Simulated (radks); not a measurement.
# W³⁺ in [Xe] 4f14 5d3: an all-electron calculation

Wanted: eigenvalues, radial structure and energy terms of the tungsten ion W3+.

The numbers are computed with radks (a radial shooting solver on a logarithmic mesh, Libxc functionals) version 1 (Dirac Kohn-Sham, SOGGA, spin-unpolarised, spherical densities, finite nucleus; open shells fill j = l - 1/2 first), except any that are marked as measured or tabulated.

### Step 1. The system

| Item | Value |
| --- | --- |
| element | tungsten (Z = 74) |
| charge | +3 |
| electrons | 71 |
| configuration | [Xe] 4f14 5d3 |
| nuclear rms radius | 5.3658 fm |

### Step 2. The calculation

Settings of this run:

```text
Z 74
configuration [Xe] 4f14 5d3
relativity Dirac
functional sogga,pbe
spin unpolarised
j_filling energy
nucleus finite rms 5.3658 fm
c 137.035999084
```

Q: Predict the outcome of this run.

The runs gave:

```
                        quantity                   value
                    total energy     -16156.2267 hartree
exchange-correlation share of it                  1.97 %
                            −T/E                  1.1261
          highest occupied level       5d3/2, -31.334 eV
    most extended occupied level  5d3/2, <r> = 1.73 bohr
 radius at density 0.001 e/bohr³               3.40 bohr
    maxima of the radial density                       4
         ionisation energy, NIST     38.2 (semi-emp.) eV
```

What this shows: The radial density shows 4 maxima for 5 occupied principal shells; where shells overlap, one shows as a shoulder or not at all. Relativity lifts −T/E to 1.126. Minus the highest eigenvalue, 31.334 eV, is 82 % of the tabulated ionisation energy (38.2 eV); the potential of a semilocal functional falls off too fast, so its top eigenvalue is too shallow. Spin polarisation and multiplet splitting are left out.
